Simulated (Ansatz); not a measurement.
# CH3Cl2FHf: the cost of one run

Program: Ansatz 0.2.0. Level of theory: RKS PBE/def2-SVP. These are calculated values, not measurements.

### Step 1. The starting structure

Bond lengths: Hf1–F2 2.544 Å, Hf1–C3 2.164 Å, Hf1–H4 2.378 Å, Hf1–Cl5 2.361 Å, Hf1–Cl6 2.360 Å, C3–H7 1.092 Å, C3–H8 1.093 Å. Angles: F2–Hf1–C3 63.8°, F2–Hf1–H4 28.5°, F2–Hf1–Cl5 89.7°, F2–Hf1–Cl6 89.7°, C3–Hf1–H4 35.3°, C3–Hf1–Cl5 119.7°, C3–Hf1–Cl6 117.3°, H4–Hf1–Cl5 105.2°, H4–Hf1–Cl6 103.8°, Cl5–Hf1–Cl6 115.4°, Hf1–C3–H7 120.3°, Hf1–C3–H8 119.0°, H7–C3–H8 110.8°.

Structure file:

```xyz
8

Hf   -0.4177   -0.4718   -0.9880
F     1.3511    1.1248   -0.0965
C    -0.4003   -0.1626    1.1542
H     0.6612    0.6648    0.8005
Cl   -1.2217    1.2342   -2.4079
Cl    1.2834   -1.8292   -1.9001
H    -1.1950    0.4131    1.6336
H    -0.0610   -0.9733    1.8042
```

### Step 2. Pulling towards end A

Springs on the bonds that form and break draw the guess towards this end; the thresholds are loose.

input.yaml

```yaml
crystal:
  periodic: [false, false, false]
  atoms:
    - { symbol: Hf, position_ang: [-0.4177, -0.4718, -0.988] }
    - { symbol: F, position_ang: [1.3511, 1.1248, -0.0965] }
    - { symbol: C, position_ang: [-0.4003, -0.1626, 1.1542] }
    - { symbol: H, position_ang: [0.6612, 0.6648, 0.8005] }
    - { symbol: Cl, position_ang: [-1.2217, 1.2342, -2.4079] }
    - { symbol: Cl, position_ang: [1.2834, -1.8292, -1.9001] }
    - { symbol: H, position_ang: [-1.195, 0.4131, 1.6336] }
    - { symbol: H, position_ang: [-0.061, -0.9733, 1.8042] }
basis:
  gaussian: { orbitals: def2-SVP }
hamiltonian:
  xc: pbe
relax:
  f_tol: 0.15
  max_steps: 25
  restrain:
    - { distance: [3, 1], at: 2.18, k: 30.0 }
    - { distance: [0, 1], at: 2.32, k: 30.0 }
    - { distance: [3, 2], at: 1.07, k: 30.0 }
output:
  orbitals: {}
```

The run is started by

```sh
$ ansatz run input.yaml --threads 2 --pin off --max-ram 3072MiB --backend cpu --events-out ev --progress --plain --runs-dir out
```

What time and memory should one allow on 2 threads of Intel Xeon Platinum 8488C (Sapphire Rapids), shared host?

About 17 s, with a peak of 0.25 GiB.
